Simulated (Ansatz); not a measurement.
# MoS2: the cost of one run

Computed with Ansatz 0.2.0 (DFT PBE, scalar-relativistic, plane waves, PAW, unless a step's input says otherwise).

**1. The system as given**

It takes space group P6_3/mmc (No. 194, hexagonal). Conventional cell: a = 3.185 Å, b = 3.185 Å, c = 14.739 Å, α = 90.00°, β = 90.00°, γ = 120.00°. Mo (site symmetry -6m2) is surrounded by 6 S at 2.41 Å. S (site symmetry 3m) is surrounded by 3 Mo at 2.41 Å.

As a file:

```
Mo S
1.0
     3.18531    0.00000    0.00000
    -1.59266    2.75856    0.00000
     0.00000    0.00000   14.73931
Mo S
2 4
Direct
  0.33333 0.66667 0.25000
  0.66667 0.33333 0.75000
  0.33333 0.66667 0.64401
  0.66667 0.33333 0.14401
  0.33333 0.66667 0.85599
  0.66667 0.33333 0.35599
```

This cell was relaxed beforehand with the same method: volume 21.59 Å³/atom, gap on the mesh 1.44 eV.

**2. Volume × 0.97**

Input file input.yaml:

```yaml
crystal:
  lattice:
    - [3.153133068, 0.0, 0.0]
    - [-1.576566534, 2.7306933384, 0.0]
    - [0.0, 0.0, 14.5904216193]
  atoms:
    - { symbol: Mo, position: [0.3333333333, 0.6666666667, 0.25] }
    - { symbol: Mo, position: [0.6666666667, 0.3333333333, 0.75] }
    - { symbol: S, position: [0.3333333333, 0.6666666667, 0.6440064111] }
    - { symbol: S, position: [0.6666666667, 0.3333333333, 0.1440064111] }
    - { symbol: S, position: [0.3333333333, 0.6666666667, 0.8559935889] }
    - { symbol: S, position: [0.6666666667, 0.3333333333, 0.3559935889] }
basis:
  ecutwfc: 420
kpoints:
  mp_grid: { grid: [12, 12, 2] }
hamiltonian:
  xc: pbe
scf:
  occupations: { method: gaussian, width: 0.02 }
output:
  forces: true
  stress: true
  eigenvalues: true
relax:
  adjacent_minimum: "off"
  f_tol: 0.01
  max_steps: 30
  cell: { stress_tol: 0.1, fix: [volume] }
```

The run is started by

```console
ansatz run input.yaml --threads 2 --pin off --max-ram 5120MiB --backend cpu --events-out ev --progress --plain --runs-dir out
```

Q: Estimate wall time and peak memory on 2 threads of Intel Xeon Platinum 8259CL at 2.50GHz (Skylake/Cascade Lake), shared host.

About 32 s, with a peak of 0.54 GiB.
